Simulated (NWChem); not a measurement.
# the pair BH2SeF···F2: a chain of runs

Wanted: the energy (singlet BH2SeF3, revPBE-D3(BJ)/6-31G*), then a single-point energy (singlet BH2SeF, revPBE-D3(BJ)/6-31G*), then a single-point energy (singlet F2, revPBE-D3(BJ)/6-31G*), then a single-point energy (singlet BH2SeF, revPBE-D3(BJ)/6-31G*), then the energy (singlet F2, revPBE-D3(BJ)/6-31G*) of BF3H2Se and its partners. 

The calculation is run with NWChem 7.3.0.

### Step 1. Starting point

BH2SeF3: 7 atoms, total charge 0, spin state singlet. The two molecules were placed rigidly side by side, at 0.9 times their contact distance; the pair isn't optimised.

Bond lengths: F1–B2 1.320 Å, B2–Se3 1.934 Å, B2–H4 1.194 Å, Se3–H5 1.467 Å. Angles: F1–B2–Se3 118.0°, F1–B2–H4 119.8°, Se3–B2–H4 122.2°, B2–Se3–H5 93.3°.

### Step 2. The energy at revPBE-D3(BJ)/6-31G(d) (spherical functions) (run 1)

m1.nw reads:

```
start m1
title "BF3H2Se"
memory stack 880 mb heap 220 mb global 1100 mb
geometry units au noautosym nocenter noautoz
  F     -0.55913217    -3.04710779     1.57334818
  B     -0.54325847    -0.97785768     0.18005311
  Se     2.06399667     1.50184094     0.82104821
  H     -2.11059731    -0.68891856    -1.41582061
  H      1.14899128     3.21204308    -1.15862888
  F      5.56310805     4.76326257    -2.61645810
  F      3.75581178     5.11023518    -4.45245931
end
basis "ao basis" spherical bse
  F library 6-31G*
  B library 6-31G*
  Se library 6-31G*
  H library 6-31G*
end
dft
  xc revpbe cpbe96
  disp vdw 4
  grid fine
  convergence energy 1e-08
  maxiter 100
  mulliken
  noprint "final vectors analysis"
end
task dft energy
```

Command:

```sh
nwchem m1.nw > m1.out
```

Standard output:

```text
[...]
          Wavefunction type:  closed shell.
          No. of atoms     :     7
          No. of electrons :    68
[...]
          Charge           :     0
          Spin multiplicity:     1
[...]
          AO basis - number of functions:    92
[...]
              XC Information
              --------------
                        RevPBE Exchange Functional  1.000
            Perdew 1991 LDA Correlation Functional  1.000 local
           PerdewBurkeErnz. Correlation Functional  1.000 non-local
[...]
 d= 0,ls=0.0,diis     1  -2726.3094359558 -3.03D+03  3.34D-02  9.95D-01     1.6
[...]
 d= 0,ls=0.5,diis    61  -2726.4178262611 -8.48D-09  1.61D-06  1.06D-08    68.8
         Total DFT energy =    -2726.417826267744
      One electron energy =    -4409.502793137098
           Coulomb energy =     1497.816206926860
    Exchange-Corr. energy =     -122.936890160700
 Nuclear repulsion energy =      308.215019257938
    Dispersion correction =       -0.009369154745
[...]
      Total Density - Mulliken Population Analysis
     ---------------------------------------------
    Atom       Charge   Shell Charges
 -----------   ------   -------------------------------------------------------
    1 F    9     9.20   2.00  0.94  3.31  0.99  1.95  0.01
    2 B    5     4.71   2.00  0.57  1.36  0.36  0.34  0.09
    3 Se  34    34.21   2.00  2.00  6.00  2.00  5.98  1.59  3.26  0.31  0.99  6.91  2.92  0.23
    4 H    1     1.02   0.52  0.50
    5 H    1     0.89   0.48  0.41
    6 F    9     8.98   2.00  0.98  3.19  1.00  1.79  0.02
    7 F    9     8.99   2.00  0.98  3.19  1.01  1.80  0.02
[...]
```

It took 71 s on 1 thread of Intel Xeon 6975P-C (Granite Rapids), shared host; peak memory 0.13 GiB.

### Step 3. BH2SeF: a single-point energy at revPBE-D3(BJ)/6-31G(d) (spherical functions) (run 2)

bfh2se.nw reads:

```
start bfh2se
memory 2200 mb

geometry units angstroms noautosym nocenter noautoz
  F     -0.295880    -1.612460     0.832580
  B     -0.287480    -0.517460     0.095280
  Se     1.092220     0.794740     0.434480
  H     -1.116880    -0.364560    -0.749220
  H      0.608020     1.699740    -0.613120
end

basis spherical bse
  * library 6-31G*
end

dft
  xc revpbe cpbe96
  disp vdw 4
  grid fine
  convergence energy 1e-08
  maxiter 100
  mulliken
  noprint "final vectors analysis"
end

task dft energy
```

Command:

```sh
nwchem bfh2se.nw > bfh2se.out
```

Standard output:

```text
[...]
          Wavefunction type:  closed shell.
          No. of atoms     :     5
          No. of electrons :    50
[...]
          Charge           :     0
          Spin multiplicity:     1
[...]
          AO basis - number of functions:    64
[...]
              XC Information
              --------------
                        RevPBE Exchange Functional  1.000
            Perdew 1991 LDA Correlation Functional  1.000 local
           PerdewBurkeErnz. Correlation Functional  1.000 non-local
[...]
 d= 0,ls=0.0,diis     1  -2526.9008804334 -2.67D+03  2.06D-02  5.94D-01     1.1
[...]
 d= 0,ls=0.0,diis    11  -2526.9782672857 -7.30D-10  8.47D-08  1.83D-11     7.8
         Total DFT energy =    -2526.978267285725
      One electron energy =    -3811.053838853217
           Coulomb energy =     1238.310954640578
    Exchange-Corr. energy =     -102.191296559072
 Nuclear repulsion energy =      147.962734623737
    Dispersion correction =       -0.006821137751
[...]
      Total Density - Mulliken Population Analysis
     ---------------------------------------------
    Atom       Charge   Shell Charges
 -----------   ------   -------------------------------------------------------
    1 F    9     9.20   2.00  0.94  3.31  0.99  1.95  0.01
    2 B    5     4.70   2.00  0.57  1.36  0.36  0.33  0.09
    3 Se  34    34.19   2.00  2.00  6.00  2.00  5.98  1.59  3.26  0.31  0.98  6.91  2.92  0.23
    4 H    1     1.02   0.52  0.50
    5 H    1     0.89   0.48  0.41
[...]
```

Wall time 8.4 s (1 thread of Intel Xeon 6975P-C (Granite Rapids), shared host); peak memory 0.12 GiB.

### Step 4. F2: the energy at revPBE-D3(BJ)/6-31G(d) (spherical functions) (run 3)

job.nw reads:

```
start job
memory 2200 mb

geometry noautosym nocenter noautoz
  F     2.943870    2.520610   -1.384570
  F     1.987490    2.704220   -2.356140
end

basis spherical bse
  F library 6-31G*
end

dft
  xc revpbe cpbe96
  disp vdw 4
  grid fine
  convergence energy 1e-08
  iterations 100
  mulliken
  noprint "final vectors analysis"
end

task dft
```

Command:

```sh
nwchem job.nw > job.out
```

Standard output:

```text
[...]
          Wavefunction type:  closed shell.
          No. of atoms     :     2
          No. of electrons :    18
[...]
          Charge           :     0
          Spin multiplicity:     1
[...]
          AO basis - number of functions:    28
[...]
              XC Information
              --------------
                        RevPBE Exchange Functional  1.000
            Perdew 1991 LDA Correlation Functional  1.000 local
           PerdewBurkeErnz. Correlation Functional  1.000 non-local
[...]
 d= 0,ls=0.0,diis     1   -199.4081862857 -2.31D+02  1.53D-02  3.80D-01     0.2
[...]
 d= 0,ls=0.0,diis     6   -199.4379212870 -8.72D-10  4.17D-08  9.65D-12     0.4
         Total DFT energy =     -199.437921287048
      One electron energy =     -340.319927118546
           Coulomb energy =      130.471843020101
    Exchange-Corr. energy =      -20.748708092608
 Nuclear repulsion energy =       31.159356501341
    Dispersion correction =       -0.000485597335
[...]
      Total Density - Mulliken Population Analysis
     ---------------------------------------------
    Atom       Charge   Shell Charges
 -----------   ------   -------------------------------------------------------
    1 F    9     9.00   2.00  0.98  3.19  1.01  1.80  0.02
    2 F    9     9.00   2.00  0.98  3.19  1.01  1.80  0.02
[...]
```

Run time: 0.92 s. Hardware: 1 thread of Intel Xeon 6975P-C (Granite Rapids), shared host; peak memory 0.12 GiB.

### Step 5. BH2SeF among ghost functions: a single-point energy at revPBE-D3(BJ)/6-31G(d) (spherical functions, with ghost functions) (run 4)

bfh2se.nw reads:

```
start bfh2se
title "BFH2Se"
memory stack 880 mb heap 220 mb global 1100 mb

geometry units atomic noautosym nocenter noautoz
   F   -0.55913217  -3.04710779   1.57334818
   B   -0.54325847  -0.97785768   0.18005311
   Se   2.06399667   1.50184094   0.82104821
   H   -2.11059731  -0.68891856  -1.41582061
   H    1.14899128   3.21204308  -1.15862888
   bqF      5.563108     4.763263    -2.616458
   bqF      3.755812     5.110235    -4.452459
end

basis "ao basis" spherical bse
   F library 6-31G*
   B library 6-31G*
   Se library 6-31G*
   H library 6-31G*
   bqF library F 6-31G*
end

dft
   xc revpbe cpbe96
   mult 1
   disp vdw 4
   grid fine
   convergence energy 1e-08
   iterations 100
   mulliken
   print low
end

task dft
```

Command:

```sh
nwchem bfh2se.nw > bfh2se.out
```

Standard output:

```text
[...]
 d= 0,ls=0.0,diis     1  -2526.9009540319 -2.67D+03  1.43D-02  5.95D-01     1.6
[...]
 d= 0,ls=0.0,diis    11  -2526.9783551171 -7.38D-10  5.95D-08  1.87D-11    12.7
         Total DFT energy =    -2526.978355117146
      One electron energy =    -3811.049198712639
           Coulomb energy =     1238.305959633128
    Exchange-Corr. energy =     -102.191018751029
 Nuclear repulsion energy =      147.962723850869
    Dispersion correction =       -0.006821137475
[...]
      Total Density - Mulliken Population Analysis
     ---------------------------------------------
    Atom       Charge   Shell Charges
 -----------   ------   -------------------------------------------------------
    1 F    9     9.20   2.00  0.94  3.31  0.99  1.95  0.01
    2 B    5     4.70   2.00  0.57  1.36  0.36  0.33  0.09
    3 Se  34    34.19   2.00  2.00  6.00  2.00  5.98  1.59  3.26  0.31  0.98  6.91  2.92  0.23
    4 H    1     1.02   0.52  0.50
    5 H    1     0.89   0.48  0.41
    6 X    0     0.00  -0.00 -0.00 -0.00  0.00  0.00  0.00
    7 X    0     0.00  -0.00 -0.00 -0.00  0.00  0.00 -0.00
[...]
```

It took 13 s on 1 thread of Intel Xeon 6975P-C (Granite Rapids), shared host; peak memory 0.13 GiB.

### Step 6. F2 among ghost functions: the energy at revPBE-D3(BJ)/6-31G(d) (spherical functions, with ghost functions) (run 5)

calc.nw reads:

```
start calc
title "F2"
memory total 2200 mb

geometry units angstrom noautosym nocenter noautoz
  F      2.943870     2.520610    -1.384570
  F      1.987490     2.704220    -2.356140
  bqF     -0.295880    -1.612460     0.832580
  bqB     -0.287480    -0.517460     0.095280
  bqSe     1.092220     0.794740     0.434480
  bqH     -1.116880    -0.364560    -0.749220
  bqH      0.608020     1.699740    -0.613120
end

basis spherical bse
  F library 6-31G*
  bqF library F 6-31G*
  bqB library B 6-31G*
  bqSe library Se 6-31G*
  bqH library H 6-31G*
end

dft
  xc revpbe cpbe96
  disp vdw 4
  grid fine
  convergence energy 1e-08
  maxiter 100
  mulliken
  print low
end

task dft energy
```

Command:

```sh
nwchem calc.nw > calc.out
```

Standard output:

```text
[...]
 d= 0,ls=0.0,diis     1   -199.4108081339 -2.31D+02  4.74D-03  3.90D-01     1.1
[...]
 d= 0,ls=0.0,diis     7   -199.4415956421 -7.75D-10  9.08D-08  7.06D-11     7.0
         Total DFT energy =     -199.441595642129
      One electron energy =     -340.231335505564
           Coulomb energy =      130.368992109360
    Exchange-Corr. energy =      -20.738123149930
 Nuclear repulsion energy =       31.159356501341
    Dispersion correction =       -0.000485597335
[...]
      Total Density - Mulliken Population Analysis
     ---------------------------------------------
    Atom       Charge   Shell Charges
 -----------   ------   -------------------------------------------------------
    1 F    9     8.98   2.00  0.98  3.19  1.00  1.79  0.02
    2 F    9     8.99   2.00  0.98  3.19  1.00  1.80  0.02
    3 X    0    -0.00  -0.00 -0.00 -0.00 -0.00 -0.00 -0.00
    4 X    0    -0.00  -0.00 -0.00 -0.00 -0.00 -0.00 -0.00
    5 X    0     0.02  -0.00 -0.00 -0.00 -0.00  0.00 -0.00 -0.00  0.00  0.02  0.00 -0.00  0.00
    6 X    0     0.00   0.00  0.00
    7 X    0     0.01  -0.00  0.01
[...]
```

It took 7.5 s on 1 thread of Intel Xeon 6975P-C (Granite Rapids), shared host; peak memory 0.13 GiB.

### Step 7. Results

| quantity | value |
| --- | --- |
| run 1, revPBE-D3(BJ)/6-31G*: total energy | -2726.41783 Eh |
| run 1, revPBE-D3(BJ)/6-31G*: dipole moment | 1.30 D |
| run 1, revPBE-D3(BJ)/6-31G*: dispersion energy | -24.60 kJ/mol |
| BH2SeF: total energy | -2526.97827 Eh |
| BH2SeF: dipole moment | 1.06 D |
| BH2SeF: dispersion energy | -17.91 kJ/mol |
| F2: total energy | -199.43792 Eh |
| F2: dipole moment | 0.00 D |
| F2: dispersion energy | -1.27 kJ/mol |
| BH2SeF among ghost functions: total energy | -2526.97836 Eh |
| BH2SeF among ghost functions: dispersion energy | -17.91 kJ/mol |
| F2 among ghost functions: total energy | -199.44160 Eh |
| F2 among ghost functions: dispersion energy | -1.27 kJ/mol |
| interaction energy of the rigid parts BH2SeF and F2 (parts in their own basis; closest atoms 2.44 Å apart) | -0.045 eV |
| interaction energy of the rigid parts BH2SeF and F2 (parts in the whole basis, counterpoise; closest atoms 2.44 Å apart) | 0.058 eV |

**Reading.** The interaction energy of the rigid parts BH2SeF and F2 (parts in their own basis; closest atoms 2.44 Å apart) is −0.04 eV (−1.0 kcal/mol). Without counterpoise this holds the superposition error of the basis. The interaction energy of the rigid parts BH2SeF and F2 (parts in the whole basis, counterpoise; closest atoms 2.44 Å apart) is 0.06 eV (5.6 kJ/mol): the parts repel at this shape. The basis-set superposition error is 9.9 kJ/mol. It is larger than the uncorrected attraction, which is thus an artefact of the basis. Mulliken charges (run 1, revPBE-D3(BJ)/6-31G*) run from -0.21 on Se3 to +0.29 on B2; they depend strongly on the basis. Mulliken charges (BH2SeF) run from -0.20 on F1 to +0.30 on B2; they depend strongly on the basis.
